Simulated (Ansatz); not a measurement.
# CH5AlCl2O: one species, many methods

How much do the methods differ for CH5AlCl2O? The plan is to run it at one geometry with functionals of several rungs and with coupled cluster, and see how far each lands from CCSD(T) at the basis-set limit for the atomisation energy.

Method: functionals in def2-TZVPP, the program's frozen cores in correlated methods; program: Ansatz 0.2.0, Gaussian basis.

Levels to be run: LDA (SPW92), PBE-D4, revPBE-D4, BLYP-D4, r2SCAN-D4, B97M-V, PBE0-D4, B3LYP-D4, r2SCANh-D4, r2SCAN0-D4, HSE06-D4, BHLYP-D4, CAM-B3LYP-D4, LC-ωPBE, ωB97X-V, ωB97M-V, B2PLYP, PBE-QIDH; CCSD(T)/def2-SVP; CCSD(T)/def2-TZVPP; MP2/def2-QZVPP; extrapolation to the limit; RPA on PBE.

## (1) The geometry

An earlier PBE0-D4 in a triple-zeta def2 set relaxation fixed the geometry.

SMILES `[CH3][Al-]([OH2+])([Cl])[Cl]`, 10 atoms, charge 0, spin multiplicity 1.

Atoms are counted from 1 here; the program's logs count them from 0.

Bond lengths: C1–Al2 1.934 Å, C1–H6 1.093 Å, C1–H7 1.093 Å, C1–H8 1.094 Å, Al2–O3 1.979 Å, Al2–Cl4 2.138 Å, Al2–Cl5 2.138 Å, O3–H9 0.968 Å, O3–H10 0.968 Å. Angles: Al2–C1–H6 111.6°, Al2–C1–H7 111.6°, Al2–C1–H8 110.7°, H6–C1–H7 108.2°, H6–C1–H8 107.3°, H7–C1–H8 107.3°, C1–Al2–O3 108.6°, C1–Al2–Cl4 118.7°, C1–Al2–Cl5 118.7°, O3–Al2–Cl4 94.7°, O3–Al2–Cl5 94.7°, Cl4–Al2–Cl5 114.5°, Al2–O3–H9 108.2°, Al2–O3–H10 108.2°, H9–O3–H10 107.7°.

## (2) LDA

This LDA is Slater exchange with PW92 correlation.

Contents of in.yaml:

```yaml
crystal:
  periodic: [false, false, false]
  atoms:
    - {symbol: C, position_ang: [-1.505939, -0.508443, 0.282222]}
    - {symbol: Al, position_ang: [0.057627, 0.267496, -0.550212]}
    - {symbol: O, position_ang: [1.595834, 0.062092, 0.677577]}
    - {symbol: Cl, position_ang: [0.985200, -0.777762, -2.167859]}
    - {symbol: Cl, position_ang: [0.209709, 2.396645, -0.665552]}
    - {symbol: H, position_ang: [-1.747863, -0.010724, 1.225253]}
    - {symbol: H, position_ang: [-1.366349, -1.573827, 0.484782]}
    - {symbol: H, position_ang: [-2.378740, -0.412599, -0.369777]}
    - {symbol: H, position_ang: [2.285268, -0.436727, 0.216692]}
    - {symbol: H, position_ang: [1.948353, 0.942650, 0.869674]}
basis:
  gaussian: {orbitals: def2-TZVPP}
hamiltonian: {xc: lda}
output: {orbitals: {seedname: orbitals}}
```

The run is started by

```sh
$ ansatz run in.yaml --threads 4 --pin off --events-out ev --progress --plain --max-ram 10444MiB
```

The runs that follow: PBE-D4 (GGA); revPBE-D4 (GGA); BLYP-D4 (GGA); r2SCAN-D4 (meta-GGA); B97M-V (meta-GGA); PBE0-D4 (hybrid); B3LYP-D4 (hybrid); r2SCANh-D4 (hybrid); r2SCAN0-D4 (hybrid); HSE06-D4 (hybrid); BHLYP-D4 (hybrid); CAM-B3LYP-D4 (range-separated); LC-ωPBE (range-separated); ωB97X-V (range-separated); ωB97M-V (range-separated); B2PLYP (double hybrid); PBE-QIDH (double hybrid); CCSD(T) in def2-SVP; CCSD(T) in def2-TZVPP; MP2 in def2-QZVPP; RPA on PBE orbitals.

Q: Predict the results of all the runs planned. Wanted: atomisation energy, CCSD(T)/CBS; farthest beyond LDA; mean size of error, GGA; mean size of error, meta-GGA; mean size of error, hybrid; mean size of error, range-separated; mean size of error, double hybrid; gap, smallest and largest; T1 diagnostic.

The runs gave:

| quantity | value |
| --- | --- |
| atomisation energy, CCSD(T)/CBS | 3547.0 kJ/mol |
| functionals within 17.7 kJ/mol (0.5 %) | PBE-D4, r2SCAN-D4, B97M-V, ωB97X-V, ωB97M-V |
| farthest beyond LDA | BHLYP-D4 (-124.9 kJ/mol) |
| mean size of error, GGA | 51.8 kJ/mol |
| mean size of error, meta-GGA | 2.1 kJ/mol |
| mean size of error, hybrid | 52.4 kJ/mol |
| mean size of error, range-separated | 24.0 kJ/mol |
| mean size of error, double hybrid | 56.0 kJ/mol |
| gap, smallest and largest | 5.33 eV (BLYP-D4), 12.64 eV (LC-ωPBE) |
| T1 diagnostic | 0.0082 |
| triples share of the correlation energy | 3.6 % |

In words: The LDA atomisation energy is off by 426.9 kJ/mol (12 %): it overbinds. PBE-D4 misses by +2.9 kJ/mol. Double hybrids carry the basis error of their MP2 part in triple zeta, and no dispersion term here, so their miss is partly the set-up's. Taken by rung, meta-GGA functionals do best (2.1 kJ/mol on average) and double hybrid ones worst beyond LDA (56.0 kJ/mol). Misses under about 17.7 kJ/mol are within the doubt on the reference itself, which lacks core-valence correlation, relativity and higher excitations. Hartree-Fock recovers 75 % of the binding; the rest is correlation. CCSD(T) in def2-SVP is off by -212.4 kJ/mol, worse than the median functional, from the basis alone. The gap grows from 5.3 to 12.6 eV across the functionals, mostly with the share of exact exchange.
